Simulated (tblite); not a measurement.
# CH11ClN2Si4: the cost of one run

The runs use tblite 0.8.0 and PySCF 2.14.0, with density-fitted response routines of our own; the level of theory stands in each step. All values are computed, except where a source is named. Atoms are numbered from 0 throughout.

## 1. The molecule as given

19 atoms, charge 0, multiplicity 1; geometry from: force field or distance geometry start.

Bonds of the start (Å): C0–N1 1.28, N1–Si2 1.77, Si2–Si3 2.24, Si3–Cl4 2.07, Si3–N5 1.80, N5–Si6 1.80, N5–Si7 1.80, C0–H8 1.09, C0–H9 1.08, Si2–H10 1.45, Si2–H11 1.47, Si3–H12 1.48, Si6–H13 1.46, Si6–H14 1.45, Si6–H15 1.46, Si7–H16 1.47, Si7–H17 1.46, Si7–H18 1.47.

## 2. Optimising the geometry with GFN2-xTB

The job: settings as JSON, then the geometry in Å.

```
{"job": {"kind": "relax", "xc": "GFN2-xTB", "basis": "xTB"}, "charge": 0, "multiplicity": 1}
C      4.158200     0.438200    -0.065900
N      2.931800     0.734200    -0.261900
Si     1.720500    -0.371500    -0.917700
Si    -0.277200     0.604800    -0.678600
Cl    -0.896300     1.431800    -2.476000
N     -1.529300    -0.505600    -0.019400
Si    -1.393700    -0.371800     1.774500
Si    -3.098300     0.281100    -0.396100
H      4.605900    -0.533800    -0.292800
H      4.819500     1.182000     0.355200
H      1.746000    -1.688100    -0.315000
H      2.004800    -0.501900    -2.351600
H     -0.152400     1.707300     0.299100
H     -1.658100     1.024300     2.123700
H     -0.081100    -0.744100     2.264100
H     -2.400800    -1.242600     2.381500
H     -4.162100    -0.338100     0.402700
H     -2.972200     1.679300     0.002300
H     -3.374900     0.254100    -1.835500
```

Started as:

```bash
$ OMP_NUM_THREADS=1 python probes_run.py task.json out
```

One launch serves the whole session: the jobs run in the order shown.

**Question.** How long does this first job take on 1 thread of Arm Neoverse V2, shared host, and how much memory does it need?

About 1.8 s, with a peak of 0.18 GiB.
